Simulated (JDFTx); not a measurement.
# CuAu3 (Pm-3m) in JDFTx: reference runs

How does CuAu3 come out in PBEsol? The cell is run as given.

All numbers are computed with JDFTx 1.7.0 (patched build); they aren't measurements. Logs are shortened: lines on timing, memory, paths and dates and some standing lists are left out, and cuts for length are marked. The log counts tension as positive stress, the text compression.

## 1. The structure

The structure is cubic, space group Pm-3m (No. 221). Conventional cell: a = 3.980 Å, b = 3.980 Å, c = 3.980 Å, α = 90.00°, β = 90.00°, γ = 90.00°. Au (site symmetry 4/mmm) is surrounded by 8 Au at 2.81 Å and 4 Cu at 2.81 Å. Around Cu (site symmetry m-3m) lie 12 Au at 2.81 Å.

## 2. Single point, PBEsol

Contents of CuAu3.in:

```
lattice \
    7.5211099760     0.0000000000     0.0000000000 \
    0.0000000000     7.5211099760     0.0000000000 \
    0.0000000000     0.0000000000     7.5211099760
coords-type Lattice
ion Au     0.5000000000     0.5000000000     0.0000000000 1
ion Au     0.5000000000     0.0000000000     0.5000000000 1
ion Au     0.0000000000     0.5000000000     0.5000000000 1
ion Cu     0.0000000000     0.0000000000     0.0000000000 1

ion-species pseudo/Au.upf
ion-species pseudo/Cu.upf
elec-cutoff 46 368
elec-ex-corr gga-PBEsol
kpoint-folding 7 7 7
elec-smearing Fermi 0.0018374661
elec-n-bands 48
electronic-SCF nIterations 100 energyDiffThreshold 1e-09
electronic-minimize nIterations 30 energyDiffThreshold 1e-7
converge-empty-states yes
forces-output-coords Cartesian

dump-name run.$VAR
dump End Ecomponents EigStats BandEigs Kpoints Forces Stress
```

Potentials or basis: PseudoDojo-SR-PBEsol-0.4.1-standard with smoothed tails.

Started as:

```bash
jdftx -c 1 -i CuAu3.in -o CuAu3.out
```

Standard output:

```text
*************** JDFTx 1.7.0 (patched build) ***************

Input parsed successfully to the following command list (including defaults):
[... the input with its defaults ...]

---------- Setting up symmetries ----------

Found 48 point-group symmetries of the bravais lattice
Found 48 space-group symmetries with basis
Applied RMS atom displacement 0 bohrs to make symmetries exact.

---------- Initializing the Grid ----------
R =
[      7.52111            0            0  ]
[            0      7.52111            0  ]
[            0            0      7.52111  ]
unit cell volume = 425.447
G =
[   0.835407          0          0  ]
[          0   0.835407          0  ]
[          0          0   0.835407  ]
Minimum fftbox size, Smin = [  68  68  68  ]
Chosen fftbox size, S = [  70  70  70  ]

---------- Initializing tighter grid for wavefunction operations ----------
R =
[      7.52111            0            0  ]
[            0      7.52111            0  ]
[            0            0      7.52111  ]
unit cell volume = 425.447
G =
[   0.835407          0          0  ]
[          0   0.835407          0  ]
[          0          0   0.835407  ]
Minimum fftbox size, Smin = [  48  48  48  ]
Chosen fftbox size, S = [  48  48  48  ]

---------- Exchange Correlation functional ----------
Initalized PBEsol GGA exchange.
Initalized PBEsol GGA correlation.

---------- Setting up pseudopotentials ----------
Width of ionic core gaussian charges (only for fluid interactions / plotting) set to 0

Reading pseudopotential file 'pseudo/Au.upf':
  'Au' pseudopotential, 'PBESOL' functional
  Generated using ONCVPSP code by D. R. Hamann
  19 valence electrons, 4 orbitals, 7 projectors, 1001 radial grid points, with lMax = 3
    5S    l: 0   occupation:  2.0   eigenvalue: -3.985004
    5P    l: 1   occupation:  6.0   eigenvalue: -2.197789
    5D    l: 2   occupation: 10.0   eigenvalue: -0.253637
    6S    l: 0   occupation:  1.0   eigenvalue: -0.213166
  Core radius for overlap checks: 1.57 bohrs.

Reading pseudopotential file 'pseudo/Cu.upf':
  'Cu' pseudopotential, 'PBESOL' functional
  Generated using ONCVPSP code by D. R. Hamann
  19 valence electrons, 4 orbitals, 6 projectors, 1001 radial grid points, with lMax = 2
    3S    l: 0   occupation:  2.0   eigenvalue: -4.204292
    3P    l: 1   occupation:  6.0   eigenvalue: -2.645923
    3D    l: 2   occupation: 10.0   eigenvalue: -0.185942
    4S    l: 0   occupation:  1.0   eigenvalue: -0.169360
  Core radius for overlap checks: 1.70 bohrs.

Initialized 2 species with 4 total atoms.

Folded 1 k-points by 7x7x7 to 343 k-points.

---------- Setting up k-points, bands, fillings ----------
Reduced to 20 k-points under symmetry.
Computing the number of bands and number of electrons
Calculating initial fillings.
nElectrons:  76.000000   nBands: 48   nStates: 20

----- Setting up reduced wavefunction bases (one per k-point) -----
average nbasis = 6340.994 , ideal nbasis = 6339.815

---------- Setting up ewald sum ----------
Optimum gaussian width for ewald sums = 2.381490 bohr.
Real space sum over 1331 unit cells with max indices [  5  5  5  ]
Reciprocal space sum over 2197 terms with max indices [  6  6  6  ]

---------- Allocating electronic variables ----------
Initializing wave functions:  linear combination of atomic orbitals
Note: number of bands (48) exceeds available atomic orbitals (40)
Au pseudo-atom occupations:   s ( 2 1 )  p ( 6 )  d ( 10 )
Cu pseudo-atom occupations:   s ( 2 1 )  p ( 6 )  d ( 10 )
	FillingsUpdate:  mu: +0.747643775  nElectrons: 76.000000
LCAOMinimize: Iter:   0  F: -599.1972483225855513  |grad|_K:  1.139e-03  alpha:  1.000e+00
	FillingsUpdate:  mu: +0.762728615  nElectrons: 76.000000
LCAOMinimize: Iter:   1  F: -599.2108745061333366  |grad|_K:  4.881e-04  alpha:  5.477e-01  linmin:  1.314e-02  cgtest: -3.603e-01
	FillingsUpdate:  mu: +0.761545104  nElectrons: 76.000000
[... 8 lines of inner loops ...]
LCAOMinimize: Iter:   5  F: -599.2124672281710218  |grad|_K:  1.999e-06  alpha:  2.861e-01  linmin:  8.818e-05  cgtest: -6.598e-04
	FillingsUpdate:  mu: +0.759732027  nElectrons: 76.000000
LCAOMinimize: Iter:   6  F: -599.2124672842907103  |grad|_K:  3.554e-07  alpha:  6.095e-01  linmin:  3.240e-04  cgtest: -8.463e-04
LCAOMinimize: Converged (|Delta F|<1.000000e-06 for 2 iters).

-------- Electronic minimization -----------
Will mix electronic density at each iteration.
	FillingsUpdate:  mu: +0.759732027  nElectrons: 76.000000
	FillingsUpdate:  mu: +0.739253218  nElectrons: 76.000000
SCF: Cycle:  0   F: -599.331848151463760   dF: -1.194e-01   |Residual|: 7.368e-02   |deigs|: 6.125e-02
	FillingsUpdate:  mu: +0.732442044  nElectrons: 76.000000
SCF: Cycle:  1   F: -599.337106274124267   dF: -5.258e-03   |Residual|: 3.391e-02   |deigs|: 9.801e-03
	FillingsUpdate:  mu: +0.731374914  nElectrons: 76.000000
SCF: Cycle:  2   F: -599.337133835910436   dF: -2.756e-05   |Residual|: 1.559e-02   |deigs|: 2.214e-03
	FillingsUpdate:  mu: +0.731294437  nElectrons: 76.000000
SCF: Cycle:  3   F: -599.337181064991455   dF: -4.723e-05   |Residual|: 1.207e-02   |deigs|: 2.180e-03
	FillingsUpdate:  mu: +0.731185194  nElectrons: 76.000000
SCF: Cycle:  4   F: -599.337344150463423   dF: -1.631e-04   |Residual|: 1.480e-03   |deigs|: 1.068e-03
	FillingsUpdate:  mu: +0.731049034  nElectrons: 76.000000
SCF: Cycle:  5   F: -599.337345294959050   dF: -1.144e-06   |Residual|: 6.199e-04   |deigs|: 2.042e-04
	FillingsUpdate:  mu: +0.731097510  nElectrons: 76.000000
SCF: Cycle:  6   F: -599.337345754465332   dF: -4.595e-07   |Residual|: 1.019e-04   |deigs|: 8.039e-05
	FillingsUpdate:  mu: +0.731104598  nElectrons: 76.000000
SCF: Cycle:  7   F: -599.337345794623161   dF: -4.016e-08   |Residual|: 9.558e-05   |deigs|: 3.734e-05
	FillingsUpdate:  mu: +0.731100291  nElectrons: 76.000000
SCF: Cycle:  8   F: -599.337345807693282   dF: -1.307e-08   |Residual|: 8.398e-06   |deigs|: 3.627e-05
	FillingsUpdate:  mu: +0.731100170  nElectrons: 76.000000
SCF: Cycle:  9   F: -599.337345810304214   dF: -2.611e-09   |Residual|: 1.529e-05   |deigs|: 3.180e-05
	FillingsUpdate:  mu: +0.731099971  nElectrons: 76.000000
SCF: Cycle: 10   F: -599.337345811233035   dF: -9.288e-10   |Residual|: 1.626e-05   |deigs|: 8.858e-05
	FillingsUpdate:  mu: +0.731100305  nElectrons: 76.000000
SCF: Cycle: 11   F: -599.337345809080489   dF: +2.153e-09   |Residual|: 5.304e-05   |deigs|: 9.911e-05
	FillingsUpdate:  mu: +0.731099539  nElectrons: 76.000000
SCF: Cycle: 12   F: -599.337345811776117   dF: -2.696e-09   |Residual|: 1.002e-05   |deigs|: 2.992e-05
	FillingsUpdate:  mu: +0.731099558  nElectrons: 76.000000
SCF: Cycle: 13   F: -599.337345811853311   dF: -7.719e-11   |Residual|: 7.884e-06   |deigs|: 2.051e-05
	FillingsUpdate:  mu: +0.731099450  nElectrons: 76.000000
SCF: Cycle: 14   F: -599.337345811924251   dF: -7.094e-11   |Residual|: 5.207e-07   |deigs|: 1.564e-05
SCF: Converged (|Delta E|<1.000000e-09 for 2 iters).

Setting wave functions to eigenvectors of Hamiltonian
Converging empty states (this may take a while): |deigs|: 3.563e-04

# Stress tensor in Cartesian coordinates [Eh/a0^3]:
[   4.6036e-05            0            0  ]
[            0   4.6036e-05            0  ]
[            0            0   4.6036e-05  ]

# Ionic positions in lattice coordinates:
ion Au   0.500000000000000   0.500000000000000   0.000000000000000 1
ion Au   0.500000000000000   0.000000000000000   0.500000000000000 1
ion Au   0.000000000000000   0.500000000000000   0.500000000000000 1
ion Cu   0.000000000000000   0.000000000000000   0.000000000000000 1

# Forces in Cartesian coordinates:
force Au   0.000000000000000  -0.000000000000000   0.000000000000000 1
force Au  -0.000000000000000  -0.000000000000000  -0.000000000000000 1
force Au   0.000000000000000  -0.000000000000000  -0.000000000000000 1
force Cu  -0.000000000000000  -0.000000000000000  -0.000000000000000 1

# Energy components:
   Eewald =     -440.1305695666350175
       EH =      137.5716188432253091
     Eloc =     -418.9138281118421219
      Enl =      -26.3643342046228639
      Exc =      -98.5163319279049574
 Exc_core =       32.3908117303422927
       KE =      214.6257571641935158
-------------------------------------
     Etot =     -599.3368760732438432
       TS =        0.0004697386804297
-------------------------------------
        F =     -599.3373458119242514

IonicMinimize: Iter:   0  F: -599.337345811924251  |grad|_K:  1.314e-42
IonicMinimize: Converged (|grad|_K<1.000000e-04).

#--- Lowdin population analysis ---
# oxidation-state Au +0.170 +0.170 +0.170
# oxidation-state Cu +0.209

Dumping 'run.eigStats' ...
	eMin: -3.373693 at state 0 ( [ +0.000000 +0.000000 +0.000000 ] spin 0 )
	HOMO: +0.727646 at state 18 ( [ +0.285714 +0.428571 +0.428571 ] spin 0 )
	mu  : +0.731099
	LUMO: +0.731229 at state 15 ( [ +0.142857 +0.428571 +0.428571 ] spin 0 )
	eMax: +1.295038 at state 18 ( [ +0.285714 +0.428571 +0.428571 ] spin 0 )
	HOMO-LUMO gap: +0.003583
	Optical gap  : +0.013349 at state 7 ( [ +0.000000 +0.285714 +0.285714 ] spin 0 )
Done!
```

It took 4.1 min on 1 thread of Arm Neoverse V2, shared host; peak memory 0.34 GiB.

What came out:

| Item | Value |
| --- | --- |
| Free energy | -16308.8000 eV |
| Pressure | -1.4 GPa |
| Band gap on the k mesh | none (metal or under the smearing width) |

Spin-orbit coupling is left out, which matters for the levels of Au.
